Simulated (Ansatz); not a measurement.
# AsFH4OSi: the cost of one run

Computed with Ansatz 0.2.0, driven from Python. Level of theory: PBE0/def2-SVP.

**1. The structure**

Bond lengths: O1–As2 1.801 Å, As2–Si3 2.312 Å, Si3–F4 1.715 Å, O1–H5 1.041 Å, As2–H6 1.572 Å, Si3–H7 1.524 Å, Si3–H8 1.404 Å. Angles: O1–As2–Si3 89.9°, O1–As2–H6 91.7°, Si3–As2–H6 93.1°, As2–O1–H5 105.2°, As2–Si3–F4 109.7°, As2–Si3–H7 108.4°, As2–Si3–H8 110.9°, F4–Si3–H7 105.5°, F4–Si3–H8 112.7°, H7–Si3–H8 109.5°.

No structure file is read: the coordinates are typed or built in the script.

**2. Script**

opt_asfh4osi.py reads:

```python
"""Geometry optimisation of AsFH4OSi."""

import itertools

import ansatz as az
from ase.data import atomic_numbers, covalent_radii
import numpy as np

asfh4osi = (
    az.Crystal.molecule()
    .atom("O", (-1.0827, 1.1274, -0.9056))
    .atom("As", (-0.2206, 1.1121, 0.6757))
    .atom("Si", (0.2386, -1.1368, 0.3981))
    .atom("F", (0.9222, -1.3992, -1.1528))
    .atom("H", (-1.3067, 2.1276, -1.0851))
    .atom("H", (1.1263, 1.5589, -0.0014))
    .atom("H", (1.3237, -1.5322, 1.3924))
    .atom("H", (-0.9087, -1.9148, 0.623))
)

setup = (
    asfh4osi.calculation()
    .basis(gaussian="def2-SVP")
    .functional("pbe0")
)
symbols = [site.symbol for site in asfh4osi.cartesian_sites]
start = np.array([site.position_ang for site in asfh4osi.cartesian_sites], dtype=float)
def progress(event):
    if event["event"] == "relax_step":
        row = event["data"]
        print(f"step {row['step']:3d}  E = {row['lagrangian_ev']:.6f} eV  largest force component {row['allowed_force_max_ev_ang']:.4f} eV/A")


rep = setup.relax(force_tolerance=0.005).session().plan().execute(on_event=progress).report
end = np.array(rep["positions_ang"])

print("reference energy %16.6f eV" % rep["reference_energy_ev"])
print("total energy     %16.6f eV" % rep["free_energy_ev"])
print("occupied orbitals outside the frozen core (up, down):", rep["n_occupied"], " frozen:", rep["n_frozen"], " virtual:", rep["n_virtual"])

# pairs closer than 1.2 times the sum of covalent radii, before or after
radius = [covalent_radii[atomic_numbers[s]] for s in symbols]
span = lambda where, i, j: np.linalg.norm(where[i] - where[j])
bonded = [(i, j) for i, j in itertools.combinations(range(len(symbols)), 2) if min(span(start, i, j), span(end, i, j)) < 1.2 * (radius[i] + radius[j])]
print("pair        before    after (A)")
for i, j in bonded:
    print(f"{symbols[i]}{i}-{symbols[j]}{j}".ljust(10), f"{span(start, i, j):8.4f} {span(end, i, j):8.4f}")

charges = rep["charge_distribution"]
print("dipole moment", round(4.803205 * float(np.linalg.norm(charges["dipole_moment_e_ang"])), 3), "D")
print("Mulliken:", [(s, round(q, 3)) for s, q in zip(symbols, charges["mulliken_charges_e"])])
```

**3. What the engine is handed**

The package turns the script's settings into the engine's input:

```yaml
crystal:
  periodic: [false, false, false]
  atoms:
    - { symbol: O, position_ang: [-1.0827, 1.1274, -0.9056] }
    - { symbol: As, position_ang: [-0.2206, 1.1121, 0.6757] }
    - { symbol: Si, position_ang: [0.2386, -1.1368, 0.3981] }
    - { symbol: F, position_ang: [0.9222, -1.3992, -1.1528] }
    - { symbol: H, position_ang: [-1.3067, 2.1276, -1.0851] }
    - { symbol: H, position_ang: [1.1263, 1.5589, -0.0014] }
    - { symbol: H, position_ang: [1.3237, -1.5322, 1.3924] }
    - { symbol: H, position_ang: [-0.9087, -1.9148, 0.623] }
basis:
  gaussian:
    orbitals: def2-SVP
hamiltonian:
  xc: pbe0
relax:
  f_tol: 0.005
```

**4. Launch**

The run is started by

```sh
$ python opt_asfh4osi.py
```

What time and memory should one allow on 1 thread of Arm Neoverse V1, shared host?

About 53 s, with a peak of 0.29 GiB.
